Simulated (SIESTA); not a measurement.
# Hf in SIESTA: the effect of functional

The system is Hf, a slab with vacuum.

```
Hf
1.0
     3.19670    0.00000    0.00000
    -1.59835    2.76842    0.00000
     0.00000    0.00000   25.11560
Hf
5
Cartesian
  0.0000 1.8456 7.5000
  1.5983 0.9228 10.0289
  0.0000 1.8456 12.5578
  1.5983 0.9228 15.0867
  0.0000 1.8456 17.6156
```

The slab is cut from a database's or a generator's crystal, which needn't be the stable form of the element.

Alike in all runs:

- Program: SIESTA 5.4.2
- Task: single point
- Potentials or basis: PseudoDojo 0.4 standard (PBE files)
- Basis: DZP (energy shift 0.003 Ry; two zetas on semicore shells)
- Grid cutoff: 800 Ry
- Energy shift: 0.003 Ry
- k mesh: 10 × 10 × 1
- Occupations: fermi-dirac, width 0.05 eV
- Spin: no spin polarisation

```csv
functional,largest force (eV/Å),work function (eV)
PBE,?,?
vdW-DF,0.77,4.08
vdW-DF2,0.80,4.12
optB88-vdW,0.79,4.14
vdW-DF-C09,0.85,4.15
vdW-DF-cx,0.80,4.14
```

**Question.** What does the run with functional PBE give?

**Answer.** Largest force 0.76 eV/Å; work function 4.07 eV.

Caveats: the potentials were made for another functional, which shifts forces and pressure (some runs).
